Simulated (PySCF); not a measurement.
# [Dy(NH3)2]3+: other functionals and bases at one geometry

How far do other levels of theory move the description of [Dy(NH3)2]3+, and what does each cost? The structure is generated, not taken from experiment.

Computed with PySCF 2.14.0. Level: several levels, as the steps say, no spin–orbit coupling.

3 further runs of the same task are left out: 2 for a known fault of the program, 1 that didn't finish.

## (1) Where the work starts

9 atoms, charge 3, spin multiplicity 1.

Bond lengths: Dy1–N2 2.363 Å, Dy1–N6 2.364 Å, N2–H3 1.052 Å, N2–H4 1.052 Å, N2–H5 1.050 Å, N6–H7 1.052 Å, N6–H8 1.051 Å, N6–H9 1.052 Å. Angles: N2–Dy1–N6 110.3°, Dy1–N2–H3 115.1°, Dy1–N2–H4 115.5°, Dy1–N2–H5 117.0°, H3–N2–H4 102.2°, H3–N2–H5 102.5°, H4–N2–H5 102.5°, Dy1–N6–H7 116.4°, Dy1–N6–H8 116.4°, Dy1–N6–H9 114.7°, H7–N6–H8 102.5°, H7–N6–H9 102.4°, H8–N6–H9 102.5°.

Geometry (Å):

```xyz
9

Dy    0.1187    1.1575    0.0002
N    -0.0194   -0.1859    1.9392
H     0.7582   -0.0471    2.6342
H    -0.8763   -0.0381    2.5317
H    -0.0165   -1.2269    1.7990
N    -0.0210   -0.1853   -1.9400
H     0.7751   -0.8525   -2.1043
H    -0.8621   -0.8108   -2.0160
H    -0.0552    0.3517   -2.8440
```

Formal oxidation states: Dy +3. Each metal's 9 4f electrons lie in its core potential, so multiplicities, spins and levels count the valence alone. An earlier session relaxed this geometry at PBE, Dy lcecp-1-SVP with ECP55, N def2-SVP, H def2-SVP (singlet, point group C1).

At PBE on the finer grid: E = -148.810964 Eh, HOMO -24.55 eV, LUMO -19.17 eV, Mulliken charge on Dy1 +2.00 e, largest force component 0.009 eV/Å. 

Levels to run: TPSS; CAM-B3LYP; BLYP; r2SCAN; PBE, TZVP. Hardware: 2 threads of Arm Neoverse V1, shared host.

## (2) TPSS

run.py (the lines that set the calculation) reads:

```python
mol = gto.M(atom='''
Dy     0.11870     1.15748     0.00016
N     -0.01943    -0.18593     1.93920
H      0.75820    -0.04705     2.63416
H     -0.87629    -0.03809     2.53173
H     -0.01652    -1.22692     1.79904
N     -0.02099    -0.18527    -1.94000
H      0.77505    -0.85246    -2.10426
H     -0.86211    -0.81077    -2.01599
H     -0.05518     0.35172    -2.84402''',
    basis={'Dy': 'lcecp-1-SVP', 'N': 'def2-SVP', 'H': 'def2-SVP'},
    ecp={'Dy': 'lcecp-1-SVP'},
    charge=3, spin=0)
mf = dft.RKS(mol, xc='TPSS')
mf.grids.atom_grid = (75, 302)  # f atoms: unpruned, at least (60, 302)
mf = mf.density_fit()  # fitting sets: Dy AutoAux, N def2-universal-JKFIT, H def2-universal-JKFIT
mf.conv_tol = 1e-08; mf.max_cycle = 55
mf.kernel(dm0)  # dm0: the density of the relaxed state
```

Started as:

```sh
> OMP_NUM_THREADS=2 python run.py
```

## (3) CAM-B3LYP

Edit run.py (the lines that set the calculation) of step 2 so:

```diff
@@ -13,3 +13,3 @@
     charge=3, spin=0)
-mf = dft.RKS(mol, xc='TPSS')
+mf = dft.RKS(mol, xc='CAMB3LYP')
 mf.grids.atom_grid = (75, 302)  # f atoms: unpruned, at least (60, 302)
```

## (4) BLYP

Edit run.py (the lines that set the calculation) of step 3 so:

```diff
@@ -13,3 +13,3 @@
     charge=3, spin=0)
-mf = dft.RKS(mol, xc='CAMB3LYP')
+mf = dft.RKS(mol, xc='BLYP')
 mf.grids.atom_grid = (75, 302)  # f atoms: unpruned, at least (60, 302)
```

## (5) r2SCAN

Edit run.py (the lines that set the calculation) of step 4 so:

```diff
@@ -13,3 +13,3 @@
     charge=3, spin=0)
-mf = dft.RKS(mol, xc='BLYP')
+mf = dft.RKS(mol, xc='R2SCAN')
 mf.grids.atom_grid = (75, 302)  # f atoms: unpruned, at least (60, 302)
```

## (6) PBE, TZVP

Basis: Dy lcecp-1-TZVP with ECP55, N def2-TZVP, H def2-TZVP. 

Edit run.py (the lines that set the calculation) of step 5 so:

```diff
@@ -10,6 +10,6 @@
 H     -0.05518     0.35172    -2.84402''',
-    basis={'Dy': 'lcecp-1-SVP', 'N': 'def2-SVP', 'H': 'def2-SVP'},
-    ecp={'Dy': 'lcecp-1-SVP'},
+    basis={'Dy': 'lcecp-1-TZVP', 'N': 'def2-TZVP', 'H': 'def2-TZVP'},
+    ecp={'Dy': 'lcecp-1-TZVP'},
     charge=3, spin=0)
-mf = dft.RKS(mol, xc='R2SCAN')
+mf = dft.RKS(mol, xc='PBE')
 mf.grids.atom_grid = (75, 302)  # f atoms: unpruned, at least (60, 302)
@@ -17,2 +17,2 @@
 mf.conv_tol = 1e-08; mf.max_cycle = 55
-mf.kernel(dm0)  # dm0: the density of the relaxed state
+mf.kernel(dm0)  # dm0: free metal ions and neutral atoms
```

What does the calculation give? Wanted: for each run, HOMO; gap; charge on Dy1; dipole; largest force.

**Answer**, as computed:

| level | state | HOMO (eV) | gap (eV) | charge on Dy1 (e) | dipole (D) | largest force (eV/Å) | basis functions | time |
| --- | --- | --- | --- | --- | --- | --- | --- | --- |
| PBE (relaxed here) | singlet | -24.55 | 5.38 | 2.00 | 4.10 | 0.01 | 91 | 10 s |
| TPSS | singlet | -24.62 | 5.71 | 2.05 | 3.93 | 0.23 | 91 | 7.4 s |
| CAM-B3LYP | singlet | -27.39 | 10.10 | 2.09 | 3.66 | 0.33 | 91 | 5.8 s |
| BLYP | singlet | -24.39 | 5.16 | 1.98 | 4.07 | 0.22 | 91 | 4.8 s |
| r2SCAN | singlet | -24.82 | 6.28 | 2.09 | 3.83 | 0.31 | 91 | 7.1 s |
| PBE, TZVP | singlet | -24.46 | 5.38 | 2.20 | 4.11 | 0.33 | 145 | 12 s |

Times are on 2 threads of Arm Neoverse V1, shared host; the first row also made further properties. The dipole of a charged species depends on the origin, so these sizes hold for this origin alone.

In one basis the HOMO–LUMO gap runs from 5.16 eV (BLYP) to 10.10 eV (CAM-B3LYP). The largest leftover force, 0.33 eV/Å with CAM-B3LYP, stands at a geometry relaxed at another level. The Mulliken charge on Dy spans +1.98 to +2.20 e over the levels. With 4f in the core, its levels are missing from HOMO and gap. Total energies of different levels can't be compared. Spin–orbit coupling is left out throughout.
